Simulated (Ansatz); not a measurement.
Write the native input for Ansatz 0.2.0 that does the following.

| Property | Result |
| --- | --- |
| Task | single point |
| Functional | PBE |
| Potentials or basis | Ansatz PAW |
| Cutoff | 420 eV (not typed: the program's choice for these potentials) |
| k mesh | 6 × 6 × 1 |
| Occupations | fermi-dirac, width 0.05 eV |
| Spin | no spin polarisation |
| Boundary along the surface normal | dipole_correction |
| Miller | 1 × 1 × 1 |
| Adsorbate | Cl2 |
| Bulk formula | Ir |

Slab: Ir6Cl, a slab with vacuum.

```
Ir Cl
1.0
     5.42973    0.00000    0.00000
    -2.71487    4.70229    0.00000
     0.00000    0.00000   23.16096
Ir Cl
12 2
Direct
  0.33333 0.16667 0.34541
  0.33333 0.66667 0.34541
  0.83333 0.16667 0.34541
  0.83333 0.66667 0.34541
  0.66667 0.33333 0.44112
  0.66667 0.83333 0.44112
  0.16667 0.33333 0.44112
  0.16667 0.83333 0.44112
  0.00000 0.50000 0.53682
  0.00000 0.00000 0.53682
  0.50000 0.50000 0.53682
  0.50000 0.00000 0.53682
  0.25000 0.50000 0.65426
  0.60354 0.83080 0.68568
```

The cell isn't the ideal one: Cl2 (tilted) over a bridge site of the (1 1 1) slab of Ir, cut from the database cell, not relaxed.

One way to write it, as run:

input.yaml

```yaml
crystal:
  lattice:
    - [5.4297315514, 0.0, 0.0]
    - [-2.7148657757, 4.7022854592, 0.0]
    - [0.0, 0.0, 23.1609572471]
  atoms:
    - { symbol: Ir, position: [0.3333333333, 0.1666666667, 0.3454088669] }
    - { symbol: Ir, position: [0.3333333333, 0.6666666667, 0.3454088669] }
    - { symbol: Ir, position: [0.8333333333, 0.1666666667, 0.3454088669] }
    - { symbol: Ir, position: [0.8333333333, 0.6666666667, 0.3454088669] }
    - { symbol: Ir, position: [0.6666666667, 0.3333333333, 0.4411164234] }
    - { symbol: Ir, position: [0.6666666667, 0.8333333333, 0.4411164234] }
    - { symbol: Ir, position: [0.1666666667, 0.3333333333, 0.4411164234] }
    - { symbol: Ir, position: [0.1666666667, 0.8333333333, 0.4411164234] }
    - { symbol: Ir, position: [0.0, 0.5, 0.5368239799] }
    - { symbol: Ir, position: [0.0, 0.0, 0.5368239799] }
    - { symbol: Ir, position: [0.5, 0.5, 0.5368239799] }
    - { symbol: Ir, position: [0.5, 0.0, 0.5368239799] }
    - { symbol: Cl, position: [0.25, 0.5, 0.6542629946] }
    - { symbol: Cl, position: [0.6035388293, 0.830798583, 0.6856779311] }
hamiltonian:
  xc: pbe
  pseudopotentials: { kind: paw }
kpoints:
  mp_grid: { grid: [6, 6, 1] }
scf:
  occupations: { method: fermi_dirac, width: 0.05 }
output:
  forces: true
  eigenvalues: true
  write_density: true
  write_potential: true
  elf: true
  volumetric_format: npy
efield:
  axis: 3
  dipole_correction: true
  ramp_width: 0.04
```

Potentials or basis: Ansatz PAW.

The run is started by

```sh
$ ansatz run input.yaml --threads 4 --pin off --max-ram 11264MiB --backend cpu --events-out ev --progress --plain --runs-dir out
```

Results of the run:

* Largest force: 1.480 eV/Å
* Band gap on the k mesh: none (metal or under the smearing width)
* Work function of the upper face: 5.21 eV
* Work function of the lower face: 5.38 eV
* Dipole across the slab: 0.024 e·Å

Run time: 53 s on 4 threads of Arm Neoverse V2 (shared host), peak memory 2.3 GiB.
